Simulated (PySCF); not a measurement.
# C₃H₈BOP: electronic excitations at several levels of theory

Aim: compute the electronic excitations of C₃H₈BOP (`C=C(BP)OC`) at several levels, and see how far they spread and what each costs.

The runs use PySCF 2.14.0, with density-fitted response routines of our own; the level of theory stands in each step. All values are computed, except where a source is named. Atoms are numbered from 0 throughout.

## 1. The molecule as given

14 atoms, charge 0, multiplicity 1; geometry from: GFN2-xTB. The atoms were then displaced at random by about 0.01 Å, so the start is not that level's minimum.

Bonds of the start (Å): C0–C1 1.32, C1–B2 1.55, B2–P3 1.90, C1–O4 1.37, O4–C5 1.42, C0–H6 1.05, C0–H7 1.10, B2–H8 1.16, P3–H9 1.37, P3–H10 1.36, C5–H11 1.09, C5–H12 1.10, C5–H13 1.10.

## 2. Relaxing the molecule at PBE0-D3(BJ)/def2-SVP

What the job is given:

```
{"job": {"xc": "PBE0", "basis": "def2-SVP", "d3": "d3bj", "grid": 1, "shake": 0.01, "kind": "geom"}, "charge": 0, "multiplicity": 1}
C     -1.563600    -0.695880     0.486670
C     -0.357330    -0.432450     0.013570
B      0.679320    -1.527000    -0.325090
P      2.378680    -0.895620    -0.892290
O      0.149180     0.821520    -0.228020
C     -0.680060     1.947880    -0.006350
H     -1.888410    -1.688090     0.634380
H     -2.287740     0.098210     0.723910
H      0.407810    -2.650430    -0.337920
H      2.616430     0.096240     0.027630
H      3.209870    -1.838690    -0.364950
H     -0.078710     2.815790    -0.271860
H     -1.003280     2.032140     1.037410
H     -1.589320     1.901310    -0.624340
```

Started as:

```sh
OMP_NUM_THREADS=1 python probes_run.py task.json out
```

One launch serves the whole session: the jobs run in the order shown.

The program printed:

```text
step   0  E = -559.85839221  max force = 0.032580
step   1  E = -559.86589041  max force = 0.005044
step   2  E = -559.86629919  max force = 0.002319
step   3  E = -559.86640299  max force = 0.001414
step   4  E = -559.86644875  max force = 0.000565
step   5  E = -559.86646168  max force = 0.000641
step   6  E = -559.86646421  max force = 0.000419
optimisation converged
```

It took 51 s on 1 thread of Arm Neoverse V1, shared host; peak memory 0.5 GiB.

The steps of the relaxation:

| step | energy from step 0 (eV) | largest force component (eV/Å) |
| --- | --- | --- |
| 0 | 0.0000 | 1.6753 |
| 1 | -0.2040 | 0.2594 |
| 2 | -0.2152 | 0.1192 |
| 3 | -0.2180 | 0.0727 |
| 4 | -0.2192 | 0.0291 |
| 5 | -0.2196 | 0.0330 |
| 6 | -0.2197 | 0.0215 |

Close pairs (by a distance rule), those that changed most:

| bond | before (Å) | after (Å) | change (Å) |
| --- | --- | --- | --- |
| P3–H10 | 1.363 | 1.420 | +0.056 |
| B2–H8 | 1.156 | 1.207 | +0.051 |
| P3–H9 | 1.374 | 1.418 | +0.044 |
| C0–H6 | 1.054 | 1.090 | +0.035 |
| C0–C1 | 1.322 | 1.353 | +0.031 |
| B2–P3 | 1.900 | 1.876 | -0.023 |
| C1–O4 | 1.374 | 1.355 | -0.019 |
| O4–C5 | 1.416 | 1.398 | -0.018 |

The final coordinates are the input of the step that follows.

| at the end point | value |
| --- | --- |
| point group (found at 0.08 Å tolerance) | C1 |
| rotational constants (GHz, main isotopes) | 5.216, 1.618, 1.253 |
| dipole moment (D) | 2.05 |

## 3. Excited states and response: PBE0/def2-TZVP

What the job is given:

```
{"job": {"kind": "uv", "xc": "PBE0", "basis": "def2-TZVP"}, "charge": 0, "multiplicity": 1}
C     -1.560060    -0.675533     0.421355
C     -0.317998    -0.351992    -0.007004
B      0.731877    -1.464937    -0.274313
P      2.440855    -1.047741    -0.927225
O      0.124713     0.914069    -0.201091
C     -0.757905     1.972509     0.035174
H     -1.815113    -1.729598     0.529512
H     -2.334662     0.054192     0.669737
H      0.398256    -2.621766    -0.194547
H      2.781364     0.123560    -0.204223
H      3.260714    -1.995635    -0.260457
H     -0.217326     2.899519    -0.195111
H     -1.088214     2.000204     1.089584
H     -1.653639     1.907796    -0.609003
```

Level: TDDFT PBE0/def2-TZVP, vertical, gas phase, core orbitals frozen in the response.

The program printed:

```text
coarse grid: 12016 points
cycle   1  E = -560.1713994743  dE =  5.335e-01  |g| = 4.959e-01  |ddm| = 2.663e+00
cycle   2  E = -560.1264931300  dE =  4.491e-02  |g| = 7.039e-01  |ddm| = 9.454e-01
cycle   3  E = -560.2187463818  dE = -9.225e-02  |g| = 1.312e-01  |ddm| = 6.347e-01
cycle   4  E = -560.2218014124  dE = -3.055e-03  |g| = 5.307e-02  |ddm| = 1.049e-01
cycle   5  E = -560.2224858512  dE = -6.844e-04  |g| = 1.423e-02  |ddm| = 4.347e-02
cycle   6  E = -560.2225385188  dE = -5.267e-05  |g| = 4.296e-03  |ddm| = 1.362e-02
cycle   7  E = -560.2225434372  dE = -4.918e-06  |g| = 1.177e-03  |ddm| = 4.229e-03
final grid: 110944 points
cycle   8  E = -560.2145350350  dE = -5.802e-05  |g| = 1.167e-02  |ddm| = 6.352e-02
cycle   9  E = -560.2145015263  dE =  3.351e-05  |g| = 1.721e-02  |ddm| = 1.683e-02
cycle  10  E = -560.2145617157  dE = -6.019e-05  |g| = 2.325e-03  |ddm| = 1.066e-02
cycle  11  E = -560.2145628515  dE = -1.136e-06  |g| = 5.465e-04  |ddm| = 2.071e-03
cycle  12  E = -560.2145629272  dE = -7.573e-08  |g| = 2.050e-04  |ddm| = 5.114e-04
cycle  13  E = -560.2145629373  dE = -1.013e-08  |g| = 4.722e-05  |ddm| = 1.564e-04
cycle  14  E = -560.2145629379  dE = -5.659e-10  |g| = 9.207e-06  |ddm| = 4.026e-05
converged SCF energy = -560.2145629379

Static polarisability (au): isotropic 86.813, principal 59.787 83.508 117.143

Singlet excitations
state   eV       nm        f      main configurations
  1   4.3955    282.1   0.24057   H->L 0.81, H-1->L 0.14
  2   4.6025    269.4   0.01820   H-1->L 0.80, H->L 0.15
  3   5.7921    214.1   0.03418   H-2->L 0.86
  4   5.9495    208.4   0.02774   H-3->L 0.89
  5   6.6516    186.4   0.01027   H->L+1 0.76, H-1->L+1 0.17
  6   6.6959    185.2   0.00858   H-4->L 0.93
  7   6.8329    181.5   0.00645   H->L+2 0.71, H-1->L+1 0.09
  8   7.0472    175.9   0.06827   H-1->L+1 0.62, H->L+1 0.10, H-1->L+2 0.08
  9   7.1171    174.2   0.05213   H-5->L 0.50, H->L+3 0.32
 10   7.1539    173.3   0.12192   H-1->L+2 0.30, H-5->L 0.26, H->L+3 0.23

Triplet excitations (Tamm-Dancoff, eV): 2.9260 3.3717 5.2147 5.3622
```

Run time: 47 s. Hardware: 1 thread of Arm Neoverse V1, shared host; peak memory 0.9 GiB.

The orbitals next to the gap, with their largest atomic shares:

| orbital | eV | atoms |
| --- | --- | --- |
| HOMO−3 | -9.43 | B2 31 %, H8 20 %, P3 12 % |
| HOMO−2 | -9.15 | P3 24 %, B2 20 %, C1 15 % |
| HOMO−1 | -7.35 | P3 48 %, B2 17 %, O4 13 % |
| HOMO | -6.93 | C0 32 %, P3 27 %, C1 15 % |
| LUMO | -1.86 | B2 45 %, C0 21 %, P3 16 % |
| LUMO+1 | 0.98 | P3 42 %, B2 20 %, H10 17 % |
| LUMO+2 | 1.05 | P3 26 %, B2 20 %, H9 19 % |

With each of the 10 states as a Gaussian band of 0.4 eV half-width at 1/e, the curve within the window shown has maxima at 281 nm (ε 10,000), 211 nm (ε 2,400), 174 nm (ε 10,000) L/(mol cm). Beyond the last state computed it falls off for lack of states. The curve at chosen wavelengths:

(nm, ε (L/mol/cm)): (166, 4875), (172, 9589), (179, 8326), (185, 4237), (192, 1625), (198, 1394), (204, 1988), (211, 2428), (217, 2095), (224, 1266), (230, 675), (236, 427), (243, 697), (249, 1552), (256, 3412), (262, 5589), (268, 7834), (275, 9754), (281, 10313), (288, 9617), (294, 8183), (300, 6413), (307, 4405), (313, 2982), (320, 1765), (326, 1069)

Further results of this job:

| property | computed |
| --- | --- |
| dipole moment (D) | 1.96 |
| polarisability (Å³) | 12.86 |
| HOMO–LUMO gap (eV) | 5.07 |
| −ε(HOMO) (eV) | 6.93 |

## 4. Ultraviolet spectrum: PBE0/aug-cc-pVDZ

Settings changed since step 3:

```diff
@@ -1,2 +1,2 @@
-{"job": {"kind": "uv", "xc": "PBE0", "basis": "def2-TZVP"}, "charge": 0, "multiplicity": 1}
+{"job": {"kind": "uv", "xc": "PBE0", "basis": "aug-cc-pVDZ"}, "charge": 0, "multiplicity": 1}
 C     -1.560060    -0.675533     0.421355
```

With the program's defaults for keys left out, this is: TDDFT PBE0/aug-cc-pVDZ, vertical, gas phase, core orbitals frozen in the response.

The program printed:

```text
coarse grid: 12016 points
cycle   1  E = -560.0917344167  dE =  5.724e-01  |g| = 4.506e-01  |ddm| = 9.591e+00
cycle   2  E = -560.0509058646  dE =  4.083e-02  |g| = 6.514e-01  |ddm| = 1.976e+00
cycle   3  E = -560.1346258989  dE = -8.372e-02  |g| = 1.174e-01  |ddm| = 8.613e-01
cycle   4  E = -560.1373270023  dE = -2.701e-03  |g| = 4.380e-02  |ddm| = 2.723e-01
cycle   5  E = -560.1378109292  dE = -4.839e-04  |g| = 1.287e-02  |ddm| = 1.078e-01
cycle   6  E = -560.1378565962  dE = -4.567e-05  |g| = 3.602e-03  |ddm| = 3.197e-02
cycle   7  E = -560.1378605146  dE = -3.918e-06  |g| = 8.284e-04  |ddm| = 8.516e-03
final grid: 110944 points
cycle   8  E = -560.1506504433  dE = -3.259e-05  |g| = 1.035e-02  |ddm| = 1.852e-01
cycle   9  E = -560.1506219073  dE =  2.854e-05  |g| = 1.547e-02  |ddm| = 5.337e-02
cycle  10  E = -560.1506753154  dE = -5.341e-05  |g| = 2.026e-03  |ddm| = 2.732e-02
cycle  11  E = -560.1506763097  dE = -9.942e-07  |g| = 3.885e-04  |ddm| = 3.648e-03
cycle  12  E = -560.1506763464  dE = -3.676e-08  |g| = 1.687e-04  |ddm| = 9.399e-04
cycle  13  E = -560.1506763536  dE = -7.114e-09  |g| = 3.644e-05  |ddm| = 3.866e-04
cycle  14  E = -560.1506763539  dE = -3.647e-10  |g| = 9.039e-06  |ddm| = 1.043e-04
converged SCF energy = -560.1506763539

Static polarisability (au): isotropic 92.002, principal 66.198 87.899 121.908

Singlet excitations
state   eV       nm        f      main configurations
  1   4.3837    282.8   0.25042   H->L 0.83, H-1->L 0.12
  2   4.6002    269.5   0.01526   H-1->L 0.82, H->L 0.14
  3   5.8085    213.5   0.03588   H-2->L 0.86
  4   5.9056    209.9   0.00626   H->L+1 0.92
  5   5.9504    208.4   0.02388   H-3->L 0.89
  6   6.1647    201.1   0.08925   H->L+2 0.75, H-1->L+1 0.18
  7   6.4025    193.6   0.04168   H-1->L+1 0.33, H-1->L+2 0.20, H->L+3 0.20
  8   6.4642    191.8   0.00256   H->L+3 0.65, H-1->L+1 0.13
  9   6.6360    186.8   0.00723   H->L+5 0.36, H-1->L+5 0.14, H-1->L+3 0.12
 10   6.6859    185.4   0.02388   H-1->L+2 0.41, H-1->L+1 0.26, H->L+5 0.09

Triplet excitations (Tamm-Dancoff, eV): 2.9333 3.4040 5.2483 5.3709
```

Run time: 42 s. Hardware: 1 thread of Arm Neoverse V1, shared host; peak memory 0.87 GiB.

This run: HOMO -6.93 eV, LUMO -1.87 eV; lowest singlet 4.38 eV.

## 5. TDDFT and polarisability: PBE0/6-31+G*

Settings changed since step 4:

```diff
@@ -1,2 +1,2 @@
-{"job": {"kind": "uv", "xc": "PBE0", "basis": "aug-cc-pVDZ"}, "charge": 0, "multiplicity": 1}
+{"job": {"kind": "uv", "xc": "PBE0", "basis": "6-31+G*"}, "charge": 0, "multiplicity": 1}
 C     -1.560060    -0.675533     0.421355
```

Method: TDDFT PBE0/6-31+G*, vertical, gas phase, core orbitals frozen in the response.

The program printed:

```text
coarse grid: 12016 points
cycle   1  E = -560.1160627146  dE =  5.582e-01  |g| = 4.457e-01  |ddm| = 3.625e+00
cycle   2  E = -560.0795850386  dE =  3.648e-02  |g| = 6.328e-01  |ddm| = 1.280e+00
cycle   3  E = -560.1595748160  dE = -7.999e-02  |g| = 1.154e-01  |ddm| = 7.456e-01
cycle   4  E = -560.1622234607  dE = -2.649e-03  |g| = 4.154e-02  |ddm| = 1.615e-01
cycle   5  E = -560.1626557120  dE = -4.323e-04  |g| = 1.289e-02  |ddm| = 6.822e-02
cycle   6  E = -560.1627028497  dE = -4.714e-05  |g| = 3.419e-03  |ddm| = 2.548e-02
cycle   7  E = -560.1627062763  dE = -3.427e-06  |g| = 7.821e-04  |ddm| = 7.767e-03
final grid: 110944 points
cycle   8  E = -560.1050565411  dE = -2.095e-05  |g| = 1.051e-02  |ddm| = 5.646e-02
cycle   9  E = -560.1050264236  dE =  3.012e-05  |g| = 1.583e-02  |ddm| = 2.816e-02
cycle  10  E = -560.1050825819  dE = -5.616e-05  |g| = 2.109e-03  |ddm| = 1.903e-02
cycle  11  E = -560.1050837027  dE = -1.121e-06  |g| = 3.503e-04  |ddm| = 2.883e-03
cycle  12  E = -560.1050837329  dE = -3.015e-08  |g| = 1.363e-04  |ddm| = 6.841e-04
cycle  13  E = -560.1050837375  dE = -4.645e-09  |g| = 2.723e-05  |ddm| = 1.929e-04
cycle  14  E = -560.1050837377  dE = -2.015e-10  |g| = 8.045e-06  |ddm| = 9.283e-05
converged SCF energy = -560.1050837377

Static polarisability (au): isotropic 84.830, principal 58.211 80.111 116.168

Singlet excitations
state   eV       nm        f      main configurations
  1   4.4310    279.8   0.26331   H->L 0.81, H-1->L 0.14
  2   4.6580    266.2   0.02345   H-1->L 0.81, H->L 0.15
  3   5.8636    211.4   0.03063   H-2->L 0.89
  4   6.0346    205.5   0.02193   H-3->L 0.90
  5   6.0880    203.7   0.00703   H->L+1 0.94
  6   6.3259    196.0   0.13342   H->L+2 0.71, H-1->L+1 0.27
  7   6.5426    189.5   0.03029   H-1->L+1 0.46, H->L+2 0.18, H-1->L+2 0.16
  8   6.6436    186.6   0.00713   H->L+3 0.76, H-1->L+1 0.11
  9   6.7770    182.9   0.00765   H-4->L 0.91
 10   6.8356    181.4   0.00563   H->L+4 0.78

Triplet excitations (Tamm-Dancoff, eV): 2.9475 3.4349 5.3204 5.4720
```

Wall time 19 s (1 thread of Arm Neoverse V1, shared host); peak memory 0.7 GiB.

In short: HOMO -6.91 eV, LUMO -1.83 eV; lowest singlet 4.43 eV.

## 6. Run by run: electronic excitations

Excitations and ground-state properties, with basis size and wall time:

| run | lowest singlet (eV) | brightest (eV) | f | gap (eV) | α (Å³) | μ (D) | functions | time |
| --- | --- | --- | --- | --- | --- | --- | --- | --- |
| PBE0/def2-TZVP | 4.40 | 4.40 | 0.241 | 5.07 | 12.86 | 1.96 | 240 | 47 s |
| PBE0/aug-cc-pVDZ | 4.38 | 4.38 | 0.250 | 5.06 | 13.63 | 1.97 | 214 | 42 s |
| PBE0/6-31+G* | 4.43 | 4.43 | 0.263 | 5.08 | 12.57 | 2.15 | 128 | 19 s |

## 7. Results

| quantity | value |
| --- | --- |
| point group | C1 |
| rotational constants (main isotopes) | 5.22, 1.62, 1.25 GHz |
| lowest singlet (PBE0/def2-TZVP) | 4.40 eV (282 nm), f = 0.241 |
| lowest triplet | 2.93 eV |
| range of the lowest singlet | 4.38 to 4.43 eV |

In words: Single values in the summary come from the first sound run of each kind (PBE0/def2-TZVP), which need not be the best level. The start of the PBE0/def2-SVP relaxation was shaken at random by about 0.01 Å, so part of the energy gained, and of the first lengths quoted, undoes that. Over 6 steps the energy fell by 0.220 eV; of the close pairs, P3–H10 changed most, 1.363 to 1.420 Å. The first singlet state (HOMO→LUMO 0.81, HOMO−1→LUMO 0.14) lies at 4.40 eV and is bright. The lowest triplet lies 1.47 eV below the lowest singlet (triplets in Tamm-Dancoff, singlets in full TDDFT). The lowest singlet runs from 4.38 eV (PBE0/aug-cc-pVDZ) to 4.43 eV (PBE0/6-31+G*), while the orbital gap spans 5.06 to 5.08 eV. The lowest state need not be the same one in every run.
